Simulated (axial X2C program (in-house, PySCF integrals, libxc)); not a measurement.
**RhGe⁺: from the state search to constants**

Aim: find the lowest determinant of RhGe⁺, scan the bond at several levels and fit the constants, once spin-free and once with spin–orbit coupling.

Method: all-electron X2C, Rh dyall-v3z, Ge dyall-v3z; program: an in-house X2C program for linear molecules on PySCF integrals.

All values are calculated.

## 1. Set-up

File task.json:

```json
{"zs": [45, 32], "q": 1, "bas": ["dyall-v3z", "dyall-v3z"], "levels": ["PBE0", "HF", "B97-3", "PBE50"], "cc": false, "r0": 2.46, "npts": 10, "nst": 2, "ntry": 6}
```

Keys: zs atomic numbers; q charge; bas basis sets; levels methods (HF also brings MP2); cc coupled cluster on or off; r0 starting distance in Å; npts points asked for on the curve; nst determinants followed; ntry starts of the search.

Run with:

```
$ python so2c.py task.json out
```

Spin-free means the one-electron spin-free X2C Hamiltonian; two-component (2c) means X2C with spin–orbit coupling and atomic mean-field two-electron Coulomb and Gaunt terms. Basis: Rh dyall-v3z contracted to [12s12p8d3f2g], Ge dyall-v3z contracted to [9s9p7d1f]; Gaussian nuclei, density fitting. Masses: Rh 102.906 u, Ge 73.921 u.

Notation: σ, π±, δ± give the projection m of an orbital's angular momentum (0, ±1, ±2), α and β its spin, Λ and M_S the sums; ω is the projection of a spinor's total angular momentum and Ω the sum. Logs are in hartree.

The results follow Hamiltonian by Hamiltonian and level by level.

## 2. State search with PBE0

PBE0 moves the distance from 2.460 Å to 2.124 Å and compares determinants there.

Spin-free determinants:

```csv
ΔE (eV),state,open shells
0.00,"M_S = 0, Λ = 0",closed shell
0.34,"M_S = 1, Λ = 2","beyond closed shells: σα, δ+α, δ+β, δ-α"
0.61,"M_S = 0, Λ = 2","beyond closed shells: σβ, δ+α, δ+β, δ-α"
1.62,"M_S = 0, Λ = 3","beyond closed shells: π+β, δ+α, δ+β, δ-α"
1.63,"M_S = 1, Λ = 1","beyond closed shells: π-α, δ+α, δ+β, δ-α"
1.63,"M_S = 1, Λ = 3","beyond closed shells: π+α, δ+α, δ+β, δ-α"
1.66,"M_S = 0, Λ = 1","beyond closed shells: π-β, δ+α, δ+β, δ-α"
```

Two-component determinants:

```csv
ΔE (eV),state,open shells
0.00,Ω = 0,closed shell
0.21,Ω = 3,"excess of +ω over −ω: ω = 1/2, ω = 5/2"
0.49,Ω = 1,"excess of +ω over −ω: ω = -1/2, ω = 3/2"
0.49,Ω = 2,"excess of +ω over −ω: ω = -1/2, ω = 5/2"
0.76,Ω = 2,"excess of +ω over −ω: ω = 1/2, ω = 3/2"
1.57,Ω = 1,excess of +ω over −ω: 2 × ω = 1/2
1.58,Ω = 4,"excess of +ω over −ω: ω = 3/2, ω = 5/2"
```

## 3. PBE0, spin-free

State followed: M_S = 0, Λ = 0 (closed shell). The scan is laid around 2.124 Å, a first estimate of the minimum, and this SCF restarts from the orbitals of the search.

Output at 2.124 Å:

```text
spin-free X2C-1e  PBE0
basis functions 205  fitting functions 1182  grid points 5798
iter        total energy     max residual
   1      -6881.730992094     5.96e-06
   2      -6881.730992091     1.43e-05
   3      -6881.730992095     1.07e-05
   4      -6881.730992099     2.11e-06
   5      -6881.730992099     6.86e-07
converged
one-electron -10219.60662466  Coulomb 3198.61946237  exact exchange -53.95584361  xc functional -165.55219699  nuclear repulsion 358.76421079
```

Along the bond, energies from the lowest point:

```csv
R (Å),E (eV),μ (D),HOMO (eV),LUMO (eV),iterations
1.848,1.2939,0.37,-12.57,-8.88,13
1.933,0.5210,0.41,-12.45,-8.92,13
1.997,0.1993,0.46,-12.35,-8.93,13
2.060,0.0395,0.53,-12.27,-8.94,13
2.124,0.0000,0.61,-12.18,-8.94,5
2.198,0.0644,0.73,-12.07,-8.92,14
2.273,0.2125,0.87,-11.96,-8.90,14
2.368,0.4816,1.08,-11.83,-8.85,14
2.485,0.8769,1.36,-11.66,-8.79,15
2.655,1.4942,1.79,-11.43,-8.67,16
```

Dipoles are positive if Ge is the positive end and refer to the centre of mass.

Outer orbitals at the reference distance:

```json
{"symmetry": "σα", "occupied": "yes", "ε (eV)": "-19.69", "atomic character": "62% Ge s, 16% Rh d, 12% Rh p"}
{"symmetry": "π-α", "occupied": "yes", "ε (eV)": "-13.25", "atomic character": "80% Rh d, 16% Ge p"}
{"symmetry": "π+α", "occupied": "yes", "ε (eV)": "-13.25", "atomic character": "80% Rh d, 16% Ge p"}
{"symmetry": "σα", "occupied": "yes", "ε (eV)": "-13.19", "atomic character": "60% Rh d, 27% Ge p, 8% Ge s"}
{"symmetry": "δ-α", "occupied": "yes", "ε (eV)": "-12.18", "atomic character": "99% Rh d"}
{"symmetry": "δ+α", "occupied": "yes", "ε (eV)": "-12.18", "atomic character": "99% Rh d"}
{"symmetry": "σα", "occupied": "no", "ε (eV)": "-8.94", "atomic character": "43% Ge p, 34% Rh s, 20% Rh d"}
{"symmetry": "π+α", "occupied": "no", "ε (eV)": "-8.05", "atomic character": "61% Ge p, 20% Rh d, 13% Rh p"}
{"symmetry": "π-α", "occupied": "no", "ε (eV)": "-8.05", "atomic character": "61% Ge p, 20% Rh d, 13% Rh p"}
{"symmetry": "σα", "occupied": "no", "ε (eV)": "-5.84", "atomic character": "43% Rh p, 35% Rh s, 14% Ge p"}
```

PBE0 fields in the half plane through the axis: z from -2.4 to 4.5 Å across, distance from the axis 0.15 to 2.25 Å upwards; Rh lies at z = 0 and Ge at z = 2.124 Å; the ELF is damped to zero where the density is low.

log10 density (e/bohr³). Ten even steps from '0' (-5.15 ) to '9' (1.74 ):
```
000112222222222222221100
001122333333333333322110
011223334444444443332211
112334444444444444433221
122344555555555555443322
123345666665556665544332
123455677766567776554332
223456789876668986554432
```

ELF. Ten even steps from '0' (0.00 ) to '9' (0.90 ):
```
000000000000000000000000
000000000000122222210000
000000000001344455543000
000000011112455667886300
000001123223554457898620
000012467644532124799850
000013686864414642599971
000124817175428283389972
```

Re = 2.117 Å, ωe = 377 cm⁻¹, ωexe = 0.946 cm⁻¹, Be = 0.08742 cm⁻¹, De = 3.88 eV, μ = 0.60 D.

## 4. HF, spin-free

The SCF at the reference distance of 2.124 Å:

```text
spin-free X2C-1e  HF
basis functions 205  fitting functions 1182  grid points 5798
iter        total energy     max residual
   1      -6878.046325944     3.85e-01
   2      -6878.084005704     8.33e-03
   3      -6878.082232797     1.29e-02
   4      -6878.086791202     3.50e-03
   5      -6878.087277372     1.77e-03
   6      -6878.087617124     1.54e-03
   7      -6878.088056578     1.13e-03
   8      -6878.088730869     1.05e-03
   9      -6878.089874393     5.87e-04
  10      -6878.089892286     1.57e-04
  11      -6878.089912945     8.74e-05
  12      -6878.089913134     2.07e-05
  13      -6878.089913189     1.73e-05
  14      -6878.089913203     2.29e-06
  15      -6878.089913204     6.70e-07
converged
one-electron -10220.20697172  Coulomb 3199.40603180  exact exchange -216.05318408  xc functional 0.00000000  nuclear repulsion 358.76421079
```

No constants are quoted: too few points lie around the minimum for a second fit to confirm the first.

## 5. B97-3, spin-free

The SCF at the reference distance of 2.124 Å:

```text
spin-free X2C-1e  B97-3
basis functions 205  fitting functions 1182  grid points 5798
iter        total energy     max residual
   1      -6881.821830626     4.23e-02
   2      -6881.821475235     4.74e-03
   3      -6881.805426032     2.27e-02
   4      -6881.822213133     2.83e-03
   5      -6881.822356598     1.01e-04
   6      -6881.822356693     7.72e-05
   7      -6881.822356909     2.30e-05
   8      -6881.822356933     6.44e-06
   9      -6881.822356944     1.50e-06
  10      -6881.822356944     8.42e-08
converged
one-electron -10219.96067526  Coulomb 3198.98910457  exact exchange -58.12353034  xc functional -161.49146671  nuclear repulsion 358.76421079
```

Re = 2.130 Å, ωe = 367 cm⁻¹, ωexe = 0.967 cm⁻¹, Be = 0.08638 cm⁻¹, De = 3.81 eV, μ = 0.72 D.

## 6. PBE50, spin-free

Output at 2.124 Å:

```text
spin-free X2C-1e  PBE50
basis functions 205  fitting functions 1182  grid points 5798
iter        total energy     max residual
   1      -6881.785219167     1.29e-01
   2      -6881.788309186     7.67e-03
   3      -6881.761775561     2.94e-02
   4      -6881.790683923     3.56e-03
   5      -6881.790764391     6.26e-04
   6      -6881.790793563     3.25e-04
   7      -6881.790805366     1.64e-04
   8      -6881.790813472     4.89e-05
   9      -6881.790814347     1.61e-05
  10      -6881.790814354     3.23e-06
  11      -6881.790814355     2.49e-07
converged
one-electron -10220.57095394  Coulomb 3199.65892334  exact exchange -107.96149053  xc functional -111.68150402  nuclear repulsion 358.76421079
```

Re = 2.092 Å, ωe = 385 cm⁻¹, ωexe = 1.32 cm⁻¹, Be = 0.08956 cm⁻¹, De = 2.63 eV, μ = 0.69 D.

## 7. Correlated methods, spin-free

Correlated methods: 22 electrons correlated (frozen shells, counted by type: Rh 4 s, 3 p, 1 d; Ge 3 s, 2 p), 258 virtual spinors in MP2.

MP2: No constants are quoted: the points don't follow one smooth fit.

## 8. A higher determinant, spin-free

State: M_S = 1, Λ = 2 (beyond closed shells: σα, δ+α, δ+β, δ-α).

Output at the reference distance:

```text
spin-free X2C-1e  PBE0
basis functions 205  fitting functions 1182  grid points 5798
iter        total energy     max residual
   1      -6881.718679309     6.37e-06
   2      -6881.718679307     1.28e-05
   3      -6881.718679311     2.73e-06
   4      -6881.718679311     1.39e-06
converged
one-electron -10217.10034597  Coulomb 3196.08438880  exact exchange -53.95809208  xc functional -165.50884085  nuclear repulsion 358.76421079
```

```csv
R (Å),E above the lowest PBE0 point (eV)
1.848,2.279
1.933,1.277
1.997,0.802
2.060,0.503
2.124,0.335
2.198,0.263
2.273,0.285
2.368,0.406
2.485,0.635
```

Re = 2.214 Å, ωe = 315 cm⁻¹, ωexe = 1.06 cm⁻¹, Be = 0.07993 cm⁻¹, μ = 0.48 D. Te = 0.26 eV.

## 9. The spin-free curves together

Energy (eV) of the followed determinant, spin-free, from each level's lowest point:

```csv
R (Å),PBE0,HF,MP2,B97-3,PBE50
1.848,1.294,1.315,1.389,1.381,1.075
1.933,0.521,0.638,0.461,0.579,0.383
1.997,0.199,0.372,0.063,0.237,0.114
2.060,0.039,0.238,0.000,0.058,0.001
2.124,0.000,0.163,0.492,0.000,0.000
2.198,0.064,0.088,1.335,0.044,0.099
2.273,0.212,0.032,2.013,0.173,0.268
2.368,0.482,0.000,2.664,0.418,0.542
2.485,0.877,0.022,3.262,0.785,0.910
2.655,1.494,0.143,3.931,1.363,1.435
```

## 10. PBE0, 2c

State followed: Ω = 0 (closed shell). The scan is laid around 2.124 Å, a first estimate of the minimum, and this SCF restarts from the orbitals of the search.

The SCF at the reference distance of 2.124 Å:

```text
two-component X2C + atomic mean field  PBE0
basis functions 205  fitting functions 1182  grid points 5798
iter        total energy     max residual
   1      -6879.099628764     6.42e-06
   2      -6879.099628755     2.28e-05
   3      -6879.099628768     6.17e-06
   4      -6879.099628769     1.10e-06
converged
one-electron -10212.50236857  Coulomb 3197.18147459  exact exchange -53.92848874  xc functional -165.46947472  nuclear repulsion 358.76421079  atomic mean-field constant -3.14498212
```

Along the bond, energies from the lowest point:

```csv
R (Å),E (eV),μ (D),HOMO (eV),LUMO (eV),iterations
1.848,1.3020,0.37,-12.43,-8.87,13
1.933,0.5274,0.41,-12.31,-8.91,13
1.997,0.2040,0.46,-12.22,-8.93,13
2.060,0.0421,0.52,-12.13,-8.93,14
2.124,0.0000,0.60,-12.04,-8.93,4
2.198,0.0606,0.72,-11.94,-8.92,15
2.273,0.2040,0.85,-11.84,-8.89,15
2.368,0.4653,1.04,-11.71,-8.85,16
2.485,0.8475,1.30,-11.55,-8.79,16
2.655,1.4358,1.69,-11.36,-8.72,17
```

Dipoles are positive if Ge is the positive end and refer to the centre of mass.

Outer spinors at the reference distance:

```tsv
ω	occupied	ε (eV)	atomic character	λ mixture
1/2	yes	-19.68	62% Ge s, 16% Rh d, 12% Rh p	100% σ
1/2	yes	-13.44	77% Rh d, 16% Ge p, 3% Ge s	70% π, 30% σ
3/2	yes	-13.22	81% Rh d, 15% Ge p	97% π, 3% δ
1/2	yes	-13.10	63% Rh d, 27% Ge p, 6% Ge s	70% σ, 30% π
3/2	yes	-12.31	98% Rh d	97% δ, 3% π
5/2	yes	-12.04	99% Rh d	100% δ
1/2	no	-8.93	43% Ge p, 34% Rh s, 20% Rh d	100% σ
1/2	no	-8.12	60% Ge p, 21% Rh d, 13% Rh p	100% π
3/2	no	-7.98	60% Ge p, 20% Rh d, 14% Rh p	100% π
1/2	no	-5.84	43% Rh p, 34% Rh s, 13% Ge p	100% σ
```

PBE0 fields in the half plane through the axis: z from -2.4 to 4.5 Å across, distance from the axis 0.15 to 2.25 Å upwards; Rh lies at z = 0 and Ge at z = 2.124 Å; the ELF is damped to zero where the density is low.

log10 density (e/bohr³). Ten even steps from '0' (-5.15 ) to '9' (1.74 ):
```
000112222222222222221100
001122333333333333322110
011223334444444443332211
112334444444444444433221
122344555555555555443322
123345666665556665544332
123455677766567776554332
223456789876668986554432
```

ELF. Ten even steps from '0' (0.00 ) to '9' (0.90 ):
```
000000000000000000000000
000000000000122222210000
000000000001344455543000
000000011112455667886300
000001123223554457898620
000012467644532124799850
000013686864414642599971
000124817175428283389972
```

Re = 2.119 Å, ωe = 374 cm⁻¹, ωexe = 0.981 cm⁻¹, Be = 0.08725 cm⁻¹, De = 3.74 eV, μ = 0.59 D.

## 11. HF, 2c

Output at 2.124 Å:

```text
two-component X2C + atomic mean field  HF
basis functions 205  fitting functions 1182  grid points 5798
iter        total energy     max residual
   1      -6875.415620285     3.86e-01
   2      -6875.453625754     8.06e-03
   3      -6875.452516316     1.23e-02
   4      -6875.456704838     3.42e-03
   5      -6875.457380260     1.64e-03
   6      -6875.457954182     1.41e-03
   7      -6875.458805598     1.24e-03
   8      -6875.460182101     1.06e-03
   9      -6875.462435016     9.46e-04
  10      -6875.462248374     8.00e-04
  11      -6875.462668926     5.91e-04
  12      -6875.462739528     6.76e-04
  13      -6875.462948632     5.13e-04
  14      -6875.463116356     3.07e-04
  15      -6875.463173064     1.52e-04
  16      -6875.463173037     9.88e-05
  17      -6875.463179857     3.80e-05
  18      -6875.463179788     1.72e-05
  19      -6875.463179959     6.49e-06
  20      -6875.463179973     3.31e-06
  21      -6875.463179978     1.12e-06
  22      -6875.463179978     5.84e-07
converged
one-electron -10212.62443752  Coulomb 3197.48802818  exact exchange -215.94599931  xc functional 0.00000000  nuclear repulsion 358.76421079  atomic mean-field constant -3.14498212
```

No constants are quoted: too few points lie around the minimum for a second fit to confirm the first.

## 12. B97-3, 2c

Output at 2.124 Å:

```text
two-component X2C + atomic mean field  B97-3
basis functions 205  fitting functions 1182  grid points 5798
iter        total energy     max residual
   1      -6879.190896080     4.25e-02
   2      -6879.190551486     4.72e-03
   3      -6879.174966526     2.22e-02
   4      -6879.191276463     2.82e-03
   5      -6879.191421561     1.00e-04
   6      -6879.191421677     7.64e-05
   7      -6879.191421897     2.35e-05
   8      -6879.191421923     6.25e-06
   9      -6879.191421936     1.63e-06
  10      -6879.191421937     2.77e-07
converged
one-electron -10212.85632281  Coulomb 3197.55102745  exact exchange -58.09406956  xc functional -161.41128569  nuclear repulsion 358.76421079  atomic mean-field constant -3.14498212
```

Re = 2.132 Å, ωe = 364 cm⁻¹, ωexe = 1.01 cm⁻¹, Be = 0.08619 cm⁻¹, De = 3.66 eV, μ = 0.71 D.

## 13. PBE50, 2c

The SCF at the reference distance of 2.124 Å:

```text
two-component X2C + atomic mean field  PBE50
basis functions 205  fitting functions 1182  grid points 5798
iter        total energy     max residual
   1      -6879.154030185     1.29e-01
   2      -6879.157255003     7.51e-03
   3      -6879.132524834     2.84e-02
   4      -6879.159563122     3.54e-03
   5      -6879.159651044     6.44e-04
   6      -6879.159693199     3.11e-04
   7      -6879.159715501     2.09e-04
   8      -6879.159732551     5.64e-05
   9      -6879.159734746     2.40e-05
  10      -6879.159734927     1.74e-05
  11      -6879.159735118     8.88e-06
  12      -6879.159735175     1.37e-06
  13      -6879.159735176     6.45e-07
converged
one-electron -10213.45037323  Coulomb 3198.20460642  exact exchange -107.90711973  xc functional -111.62607731  nuclear repulsion 358.76421079  atomic mean-field constant -3.14498212
```

Re = 2.096 Å, ωe = 378 cm⁻¹, ωexe = 1.54 cm⁻¹, Be = 0.08923 cm⁻¹, De = 2.49 eV, μ = 0.66 D.

## 14. MP2, 2c

Correlated methods: 22 electrons correlated (frozen shells, counted by type: Rh 4 s, 3 p, 1 d; Ge 3 s, 2 p), 258 virtual spinors in MP2.

MP2: No constants are quoted: the points don't follow one smooth fit.

## 15. A higher determinant, 2c

State: Ω = 3 (excess of +ω over −ω: ω = 1/2, ω = 5/2).

Output at the reference distance:

```text
two-component X2C + atomic mean field  PBE0
basis functions 205  fitting functions 1182  grid points 5798
iter        total energy     max residual
   1      -6879.092051162     5.12e-06
   2      -6879.092051163     1.12e-05
converged
one-electron -10210.04492526  Coulomb 3194.69147504  exact exchange -53.93072185  xc functional -165.42710776  nuclear repulsion 358.76421079  atomic mean-field constant -3.14498212
```

```csv
R (Å),E above the lowest PBE0 point (eV)
1.848,2.153
1.933,1.151
1.997,0.675
2.060,0.375
2.124,0.206
2.198,0.133
2.273,0.154
2.368,0.273
2.485,0.499
```

Re = 2.215 Å, ωe = 314 cm⁻¹, ωexe = 1.07 cm⁻¹, Be = 0.07985 cm⁻¹, μ = 0.47 D. Te = 0.13 eV.

## 16. The 2c curves together

Energy (eV) of the followed determinant, 2c, from each level's lowest point:

```csv
R (Å),PBE0,HF,MP2,B97-3,PBE50
1.848,1.302,1.611,1.167,1.390,1.092
1.933,0.527,0.922,0.278,0.585,0.396
1.997,0.204,0.639,0.000,0.242,0.124
2.060,0.042,0.464,0.280,0.060,0.006
2.124,0.000,0.328,0.908,0.000,0.000
2.198,0.061,0.199,1.547,0.040,0.090
2.273,0.204,0.103,2.038,0.164,0.246
2.368,0.465,0.029,2.521,0.401,0.496
2.485,0.848,0.000,2.974,0.754,0.822
2.655,1.436,0.043,3.481,1.299,1.272
```

The whole job took 4.9 min on 1 thread, shared host.

## 17. What came out

Lowest determinant that the search found at its distance, spin-free: M_S = 0, Λ = 0 (closed shell).

Lowest determinant that the search found at its distance, 2c: Ω = 0 (closed shell).

| Hamiltonian | level | Re (Å) | ωe (cm⁻¹) | De (eV) | μ (D) |
| --- | --- | --- | --- | --- | --- |
| spin-free | PBE0 | 2.117 | 377 | 3.88 | 0.60 |
| spin-free | B97-3 | 2.130 | 367 | 3.81 | 0.72 |
| spin-free | PBE50 | 2.092 | 385 | 2.63 | 0.69 |
| 2c | PBE0 | 2.119 | 374 | 3.74 | 0.59 |
| 2c | B97-3 | 2.132 | 364 | 3.66 | 0.71 |
| 2c | PBE50 | 2.096 | 378 | 2.49 | 0.66 |

Dipoles are positive if Ge is the positive end and refer to the centre of mass. No constants: spin-free HF (too few points lie around the minimum for a second fit to confirm the first); spin-free MP2 (the points don't follow one smooth fit); 2c HF (too few points lie around the minimum for a second fit to confirm the first); 2c MP2 (the points don't follow one smooth fit).

Time per point (s) on 1 thread, shared host (2c runs); the times are rough: PBE0 1.1, B97-3 1.2, PBE50 1.3.

**Reading.** At PBE0, going from spin-free to two-component changes Re by +2 mÅ, ωe by -0.8 %, which is small (part of it comes from the scalar share of the two-electron terms). De moves by -0.14 eV; both De rest on single-determinant atoms, which can miss part of an open shell's spin–orbit lowering.

De refers to Rh+ + Ge, each in the lowest determinant found, which need not be this curve's own limit. The state is a single determinant with fixed occupations, the lowest that a limited PBE0 search found. Closed shells are restricted here (equal orbitals for both partners), which fails at long range if the bond breaks into open shells. Dissociation energies refer to the lowest single-determinant-based atoms at the same level and basis.
